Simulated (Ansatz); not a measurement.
# MoO2Cl2 (MoCl2O2): two vibrations frozen in

A grid of calculations on MoO2Cl2 (Cl2MoO2), to see where the energy is lowest and how it rises around there.

Computed with Ansatz 0.2.0. Level: RHF/def2-SVP.

### 1 Where the work starts

5 atoms, charge 0, spin multiplicity 1.

Atoms are counted from 1 here; the program's logs count them from 0.

Bond lengths: Mo1–O2 1.687 Å, Mo1–O3 1.687 Å, Mo1–Cl4 2.269 Å, Mo1–Cl5 2.269 Å. Angles: O2–Mo1–O3 106.5°, O2–Mo1–Cl4 109.5°, O2–Mo1–Cl5 109.5°, O3–Mo1–Cl4 109.5°, O3–Mo1–Cl5 109.5°, Cl4–Mo1–Cl5 112.2°.

As a file:

```tsv
atom	x (Å)	y (Å)	z (Å)
Mo1	0.0839	-0.0003	0.0587
O2	0.1354	-0.0151	1.7445
O3	1.6854	0.0080	-0.4705
Cl4	-0.9566	1.8871	-0.6500
Cl5	-0.9481	-1.8798	-0.6829
```

This geometry comes from a loose relaxation at PBE in a small basis, which is not shown.

### 2 Relaxing the molecule

Contents of input.yaml:

```yaml
crystal:
  periodic: [false, false, false]
  atoms:
    - { symbol: Mo, position_ang: [0.083897, -0.000323, 0.058705] }
    - { symbol: O, position_ang: [0.135439, -0.015054, 1.744549] }
    - { symbol: O, position_ang: [1.685419, 0.008006, -0.470452] }
    - { symbol: Cl, position_ang: [-0.956612, 1.887144, -0.649953] }
    - { symbol: Cl, position_ang: [-0.948143, -1.879773, -0.68286] }
basis:
  gaussian: { orbitals: def2-SVP }
hamiltonian:
  xc: hf
output:
  forces: true
relax:
  f_tol: 0.003
  max_steps: 120
```

The run is started by

```bash
ansatz run input.yaml --threads 1 --pin off --max-ram 2560MiB --backend cpu --events-out ev --progress --plain --runs-dir out
```

The program printed, shortened:

```text
Warning: RAYON_NUM_THREADS=1 ignored (pool sized by the plan → 1); use --threads N
[...]
Functional definition: HF
[...]
982 factors; integrals over basis functions are off by at most 1.2e-4 eV
[...]
mean field -30909.67545483 eV, -1135.9096216346 hartree, gradient 5.6e-5 eV, S^2 0.000000; 0 other end points of the search recorded, 0 dependent functions left out
[...]
reference -30909.67545483 eV, -1135.9096216346 hartree; 32, 32 occupied and 63, 63 virtual orbitals, 982 factors
relax step   1: F+E_penalty+E_count = -30909.67545483 eV  Δ(F+E_penalty+E_count) = +0.000e0 eV  max|allowed force component| = 4.415e0 eV/Å  Δτ_max = 0.0000 Å  (59 SCF iters, accepted)
[...]
relax step   5: F+E_penalty+E_count = -30909.98000980 eV  Δ(F+E_penalty+E_count) = -5.109e-4 eV  max|allowed force component| = 1.331e-2 eV/Å  Δτ_max = 0.0041 Å  (49 SCF iters, accepted)
[...]
relax step   6: F+E_penalty+E_count = -30909.98003895 eV  Δ(F+E_penalty+E_count) = -2.915e-5 eV  max|allowed force component| = 1.249e-3 eV/Å  Δτ_max = 0.0023 Å  (50 SCF iters, accepted)
982 factors; integrals over basis functions are off by at most 1.0e-4 eV
mean field -30909.98003895 eV, -1135.9208148944 hartree, gradient 1.9e-5 eV, S^2 0.000000; 1 other end points of the search recorded, 0 dependent functions left out
[...]
reference -30909.98003895 eV, -1135.9208148944 hartree; 32, 32 occupied and 63, 63 virtual orbitals, 982 factors
Total energy: -30909.98003895 eV, -1135.9208148944 hartree
Atom 0 at     0.104591    -0.000469     0.073182 Å, force    -0.000182     0.001249    -0.000110 eV/Å
Atom 1 at     0.155834    -0.014327     1.692283 Å, force     0.000313    -0.000764     0.000532 eV/Å
Atom 2 at     1.643303     0.007492    -0.433384 Å, force     0.000616    -0.000161     0.000105 eV/Å
Atom 3 at    -0.956113     1.885559    -0.649486 Å, force    -0.000357    -0.000325    -0.000506 eV/Å
Atom 4 at    -0.947615    -1.878255    -0.682606 Å, force    -0.000390     0.000000    -0.000021 eV/Å
Dipole moment:    -0.139027     0.000404    -0.097282 e Å
```

Run time: 29 s. Hardware: 1 thread of Arm Neoverse N1, shared host; peak memory 0.19 GiB.

Along the way:

```tsv
step	energy from step 1 (eV)	largest force component (eV/Å)
1	0.0000	4.4146
2	-0.2961	0.2241
3	-0.3040	0.0814
4	-0.3039	0.1846
5	-0.3046	0.0133
6	-0.3046	0.0012
```

Close pairs (by a distance rule), those that changed most:

```tsv
bond	before (Å)	after (Å)	change (Å)
Mo1–O3	1.687	1.620	-0.067
Mo1–O2	1.687	1.620	-0.067
Mo1–Cl5	2.269	2.281	+0.013
Mo1–Cl4	2.269	2.281	+0.013
```

### 3 Reference: MoO2Cl2 (MoCl2O2) by itself, as typed

Contents of input.yaml:

```yaml
crystal:
  periodic: [false, false, false]
  atoms:
    - { symbol: Mo, position_ang: [0.104591, -0.000469, 0.073182] }
    - { symbol: O, position_ang: [0.155834, -0.014327, 1.692283] }
    - { symbol: O, position_ang: [1.643303, 0.007492, -0.433384] }
    - { symbol: Cl, position_ang: [-0.956113, 1.885559, -0.649486] }
    - { symbol: Cl, position_ang: [-0.947615, -1.878255, -0.682606] }
basis:
  gaussian: { orbitals: def2-SVP }
hamiltonian:
  xc: hf
phonons: {}
```

The run is started by

```bash
ansatz run input.yaml --threads 1 --pin off --max-ram 2560MiB --backend cpu --events-out ev --progress --plain --runs-dir out
```

The program printed, shortened:

```text
Warning: RAYON_NUM_THREADS=1 ignored (pool sized by the plan → 1); use --threads N
[...]
[... 1 set-up line as earlier in the session ...]
[...]
980 factors; integrals over basis functions are off by at most 1.3e-4 eV
[...]
mean field -30909.98002884 eV, -1135.9208145230 hartree, gradient 4.8e-5 eV, S^2 0.000000; 0 other end points of the search recorded, 0 dependent functions left out
[...]
reference -30909.98002884 eV, -1135.9208145230 hartree; 32, 32 occupied and 63, 63 virtual orbitals, 980 factors
[...]
980 factors; integrals over basis functions are off by at most 1.3e-4 eV
[...]
mean field -30909.97976506 eV, -1135.9208048291 hartree, gradient 3.1e-6 eV, S^2 0.000000; 0 other end points of the search recorded, 0 dependent functions left out
[...]
reference -30909.97976506 eV, -1135.9208048291 hartree; 32, 32 occupied and 63, 63 virtual orbitals, 980 factors
[...]
980 factors; integrals over basis functions are off by at most 1.3e-4 eV
[...]
980 factors; integrals over basis functions are off by at most 1.3e-4 eV
mean field -30909.98001974 eV, -1135.9208141884 hartree, gradient 3.1e-6 eV, S^2 0.000000; 0 other end points of the search recorded, 0 dependent functions left out
[...]
reference -30909.98001974 eV, -1135.9208141884 hartree; 32, 32 occupied and 63, 63 virtual orbitals, 980 factors
Total energy: -30909.98002884 eV, -1135.9208145230 hartree
Atom 0 at     0.104591    -0.000469     0.073182 Å, force    -0.000149     0.001245    -0.000112 eV/Å
Atom 1 at     0.155834    -0.014327     1.692283 Å, force     0.000309    -0.000764     0.000534 eV/Å
Atom 2 at     1.643303     0.007492    -0.433384 Å, force     0.000592    -0.000162     0.000108 eV/Å
Atom 3 at    -0.956113     1.885559    -0.649486 Å, force    -0.000362    -0.000320    -0.000508 eV/Å
Atom 4 at    -0.947615    -1.878255    -0.682606 Å, force    -0.000391    -0.000000    -0.000022 eV/Å
Dipole moment:    -0.139027     0.000405    -0.097282 e Å
Vibrations: 123.46 191.95 224.66 257.68 367.15 452.49 468.02 1146.15 1214.66 cm⁻¹, zero-point energy 0.275631 eV
```

It took 1.7 min on 1 thread of Arm Neoverse N1, shared host; peak memory 0.19 GiB.

### 4 Plan of the scan

First coordinate, normal mode 2 (192 cm⁻¹): 15 values from −2.98 amu½·Å. Second coordinate, normal mode 7 (468 cm⁻¹): 15 values from −1.221 amu½·Å.

Nothing else is relaxed (straight displacements along the two mass-weighted modes). Energies count from the relaxed molecule at the same level. Points are written as (first, second).

The patterns, per unit of each coordinate (Å):

```tsv
atom	x1	y1	z1	x2	y2	z2
Mo1	0.031	0.000	-0.044	0.041	0.000	0.029
O2	-0.110	0.000	-0.045	-0.115	-0.001	0.040
O3	0.080	-0.001	0.088	-0.002	0.001	-0.122
Cl4	-0.035	-0.001	0.050	-0.030	0.051	-0.020
Cl5	-0.035	-0.001	0.050	-0.029	-0.051	-0.021
```

Of the runs on the grid, 3 are shown in the steps below; the others differ only in the two coordinates.

### 5 The run at (0.00 amu½·Å, 0.000 amu½·Å)

Changes to input.yaml since step 3:

```diff
@@ -12,2 +12,3 @@
   xc: hf
-phonons: {}
+output:
+  forces: true
```

The run is started by

```bash
ansatz run input.yaml --threads 1 --pin off --max-ram 2560MiB --backend cpu --events-out ev --progress --plain --runs-dir out
```

The program printed, shortened:

```text
Warning: RAYON_NUM_THREADS=1 ignored (pool sized by the plan → 1); use --threads N
[...]
[... 1 set-up line as earlier in the session ...]
[...]
901 factors; integrals over basis functions are off by at most 1.5e-3 eV
[...]
mean field -30909.97984504 eV, -1135.9208077683 hartree, gradient 5.0e-5 eV, S^2 0.000000; 0 other end points of the search recorded, 0 dependent functions left out
[...]
reference -30909.97984504 eV, -1135.9208077683 hartree; 32, 32 occupied and 63, 63 virtual orbitals, 901 factors
Total energy: -30909.97984504 eV, -1135.9208077683 hartree
Atom 0 at     0.104591    -0.000469     0.073182 Å, force    -0.000177     0.001245    -0.000131 eV/Å
Atom 1 at     0.155834    -0.014327     1.692283 Å, force     0.000294    -0.000764     0.000608 eV/Å
Atom 2 at     1.643303     0.007492    -0.433384 Å, force     0.000657    -0.000161     0.000069 eV/Å
Atom 3 at    -0.956113     1.885559    -0.649486 Å, force    -0.000373    -0.000311    -0.000516 eV/Å
Atom 4 at    -0.947615    -1.878255    -0.682606 Å, force    -0.000402    -0.000009    -0.000030 eV/Å
Dipole moment:    -0.139030     0.000405    -0.097284 e Å
```

It took 3.3 s on 1 thread of Arm Neoverse N1, shared host; peak memory 0.17 GiB.

That is 0 kJ/mol from the zero.

### 6 The run at (1.28 amu½·Å, 0.872 amu½·Å)

Contents of input.yaml:

```yaml
crystal:
  periodic: [false, false, false]
  atoms:
    - { symbol: Mo, position_ang: [0.180324, 3.5e-05, 0.041807] }
    - { symbol: O, position_ang: [-0.084751, -0.01479, 1.66997] }
    - { symbol: O, position_ang: [1.743133, 0.007656, -0.427566] }
    - { symbol: Cl, position_ang: [-1.02691, 1.929693, -0.602912] }
    - { symbol: Cl, position_ang: [-1.018273, -1.923617, -0.636816] }
basis:
  gaussian: { orbitals: def2-SVP }
hamiltonian:
  xc: hf
output:
  forces: true
```

The run is started by

```bash
ansatz run input.yaml --threads 1 --pin off --max-ram 2560MiB --backend cpu --events-out ev --progress --plain --runs-dir out
```

The program printed, shortened:

```text
Warning: RAYON_NUM_THREADS=1 ignored (pool sized by the plan → 1); use --threads N
[...]
[... 1 set-up line as earlier in the session ...]
[...]
903 factors; integrals over basis functions are off by at most 1.0e-3 eV
[...]
mean field -30909.54710004 eV, -1135.9049046830 hartree, gradient 5.5e-5 eV, S^2 0.000000; 0 other end points of the search recorded, 0 dependent functions left out
[...]
reference -30909.54710004 eV, -1135.9049046830 hartree; 32, 32 occupied and 63, 63 virtual orbitals, 903 factors
Total energy: -30909.54710004 eV, -1135.9049046830 hartree
Atom 0 at     0.180324     0.000035     0.041807 Å, force    -3.183368    -0.014794     0.676562 eV/Å
Atom 1 at    -0.084751    -0.014790     1.669970 Å, force     1.744574     0.019529    -1.815178 eV/Å
Atom 2 at     1.743133     0.007656    -0.427566 Å, force    -0.399993    -0.009302     0.976238 eV/Å
Atom 3 at    -1.026910     1.929693    -0.602912 Å, force     0.921398    -1.102297     0.071030 eV/Å
Atom 4 at    -1.018273    -1.923617    -0.636816 Å, force     0.917389     1.106864     0.091348 eV/Å
Dipole moment:     0.074384     0.001562    -0.138954 e Å
```

It took 3.4 s on 1 thread of Arm Neoverse N1, shared host; peak memory 0.17 GiB.

Energy on the map's scale: 42 kJ/mol.

### 7 Point (−1.70 amu½·Å, 0.698 amu½·Å)

Contents of input.yaml:

```yaml
crystal:
  periodic: [false, false, false]
  atoms:
    - { symbol: Mo, position_ang: [0.08063, -0.001324, 0.16891] }
    - { symbol: O, position_ang: [0.262299, -0.014916, 1.796152] }
    - { symbol: O, position_ang: [1.506397, 0.009166, -0.667885] }
    - { symbol: Cl, position_ang: [-0.916884, 1.922272, -0.749202] }
    - { symbol: Cl, position_ang: [-0.908252, -1.913143, -0.783034] }
basis:
  gaussian: { orbitals: def2-SVP }
hamiltonian:
  xc: hf
output:
  forces: true
```

The run is started by

```bash
ansatz run input.yaml --threads 1 --pin off --max-ram 2560MiB --backend cpu --events-out ev --progress --plain --runs-dir out
```

The program printed, shortened:

```text
Warning: RAYON_NUM_THREADS=1 ignored (pool sized by the plan → 1); use --threads N
[...]
[... 1 set-up line as earlier in the session ...]
[...]
903 factors; integrals over basis functions are off by at most 1.1e-3 eV
[...]
mean field -30909.53566652 eV, -1135.9044845087 hartree, gradient 6.9e-5 eV, S^2 0.000000; 0 other end points of the search recorded, 0 dependent functions left out
[...]
reference -30909.53566652 eV, -1135.9044845087 hartree; 32, 32 occupied and 63, 63 virtual orbitals, 903 factors
Total energy: -30909.53566652 eV, -1135.9044845087 hartree
Atom 0 at     0.080630    -0.001324     0.168910 Å, force     0.637775     0.026908    -3.029992 eV/Å
Atom 1 at     0.262299    -0.014916     1.796152 Å, force     0.402313     0.009896    -1.109445 eV/Å
Atom 2 at     1.506397     0.009166    -0.667885 Å, force    -1.438194    -0.023910     2.397186 eV/Å
Atom 3 at    -0.916884     1.922272    -0.749202 Å, force     0.200797    -0.928686     0.862386 eV/Å
Atom 4 at    -0.908252    -1.913143    -0.783034 Å, force     0.197310     0.915791     0.879865 eV/Å
Dipole moment:    -0.160720    -0.001430     0.132731 e Å
```

It took 3.8 s on 1 thread of Arm Neoverse N1, shared host; peak memory 0.17 GiB.

Energy on the map's scale: 43 kJ/mol.

### 8 Energy over the grid

154 points were computed, 71 more follow by symmetry. Energies in kJ/mol, from the relaxed molecule at the same level:

```
normal mode 7 (468 cm⁻¹) (amu½·Å) ↓, normal mode 2 (192 cm⁻¹) (amu½·Å) →  −2.98  −2.55  −2.13  −1.70  −1.28  −0.85  −0.43  0.00  0.43  0.85  1.28  1.70  2.13  2.55  2.98
                                                                   1.221    150    122     99     81     68     59     54    52    54    59    68    81    99   122   150
                                                                   1.046    133    106     84     67     54     46     41    39    41    46    54    67    84   106   133
                                                                   0.872    119     92     70     54     42     34     29    28    29    34    42    54    70    92   119
                                                                   0.698    106     80     59     43     31     24     19    18    19    24    31    43    59    80   106
                                                                   0.523     96     70     49     34     23     16     12    10    12    16    23    34    49    70    96
                                                                   0.349     88     62     42     28     17     10      6     5     6    10    17    28    42    62    88
                                                                   0.174     82     57     38     23     13      6      2     1     2     6    13    23    38    57    82
                                                                   0.000     79     54     35     21     11      5      1     0     1     5    11    21    35    54    79
                                                                  −0.174     78     54     35     22     12      6      2     1     2     6    12    22    35    54    78
                                                                  −0.349     80     56     38     25     16      9      6     5     6     9    16    25    38    56    80
                                                                  −0.523     85     61     44     31     22     16     12    11    12    16    22    31    44    61    85
                                                                  −0.698     92     69     52     39     30     25     21    20    21    25    30    39    52    69    92
                                                                  −0.872    103     80     63     51     42     36     33    32    33    36    42    51    63    80   103
                                                                  −1.046    116     94     78     66     57     51     48    47    48    51    57    66    78    94   116
                                                                  −1.221    133    111     95     83     75     69     66    65    66    69    75    83    95   111   133
```

The dipole moment (D) at each point:

```csv
"normal mode 7 (468 cm⁻¹) (amu½·Å) ↓, normal mode 2 (192 cm⁻¹) (amu½·Å) →",−2.98,−2.55,−2.13,−1.70,−1.28,−0.85,−0.43,0.00,0.43,0.85,1.28,1.70,2.13,2.55,2.98
1.221,1.78,1.56,1.32,1.07,0.82,0.58,0.35,0.22,0.35,0.58,0.82,1.07,1.32,1.56,1.78
1.046,1.74,1.51,1.27,1.03,0.78,0.52,0.27,0.08,0.27,0.52,0.78,1.03,1.27,1.51,1.74
0.872,1.71,1.48,1.25,1.00,0.76,0.51,0.26,0.06,0.26,0.51,0.76,1.00,1.25,1.48,1.71
0.698,1.70,1.47,1.24,1.00,0.76,0.53,0.32,0.20,0.32,0.53,0.76,1.00,1.24,1.47,1.70
0.523,1.70,1.48,1.25,1.02,0.80,0.59,0.42,0.35,0.42,0.59,0.80,1.02,1.25,1.48,1.70
0.349,1.72,1.50,1.28,1.07,0.87,0.69,0.55,0.50,0.55,0.69,0.87,1.07,1.28,1.50,1.72
0.174,1.76,1.55,1.34,1.14,0.96,0.80,0.70,0.65,0.70,0.80,0.96,1.14,1.34,1.55,1.76
0.000,1.82,1.61,1.42,1.23,1.07,0.94,0.85,0.81,0.85,0.94,1.07,1.23,1.42,1.61,1.82
−0.174,1.90,1.70,1.51,1.34,1.20,1.08,1.01,0.98,1.01,1.08,1.20,1.34,1.51,1.70,1.90
−0.349,2.00,1.81,1.63,1.47,1.34,1.24,1.17,1.15,1.17,1.24,1.34,1.47,1.63,1.81,2.00
−0.523,2.11,1.93,1.76,1.62,1.49,1.40,1.34,1.32,1.34,1.40,1.49,1.62,1.76,1.93,2.11
−0.698,2.24,2.06,1.91,1.77,1.66,1.58,1.52,1.51,1.52,1.58,1.66,1.77,1.91,2.06,2.24
−0.872,2.38,2.21,2.06,1.94,1.83,1.76,1.71,1.69,1.71,1.76,1.83,1.94,2.06,2.21,2.38
−1.046,2.53,2.38,2.23,2.11,2.02,1.94,1.90,1.88,1.90,1.94,2.02,2.11,2.23,2.38,2.53
−1.221,2.70,2.55,2.41,2.30,2.21,2.14,2.09,2.08,2.09,2.14,2.21,2.30,2.41,2.55,2.70
```

### 9 Summary of results

| quantity | value |
| --- | --- |
| lowest point | (0.00 amu½·Å, 0.000 amu½·Å), 0 kJ/mol |
| highest computed point | (−2.98 amu½·Å, 1.221 amu½·Å), 150 kJ/mol above the lowest |
| dipole moment (D) | 0.06 at (0.00 amu½·Å, 0.872 amu½·Å) to 2.70 at (−2.98 amu½·Å, −1.221 amu½·Å); 0.81 at the lowest point |
| time for the whole task | 12 min on 1 thread, shared host |

**Reading.** The lowest computed point is at (0.00 amu½·Å, 0.000 amu½·Å), 0 kJ/mol from the relaxed molecule at the same level. The grid shows no other well, apart from its symmetry copies. The highest computed point, (−2.98 amu½·Å, 1.221 amu½·Å), lies 150 kJ/mol above the lowest. Round the minimum the two coordinates are nearly uncoupled.
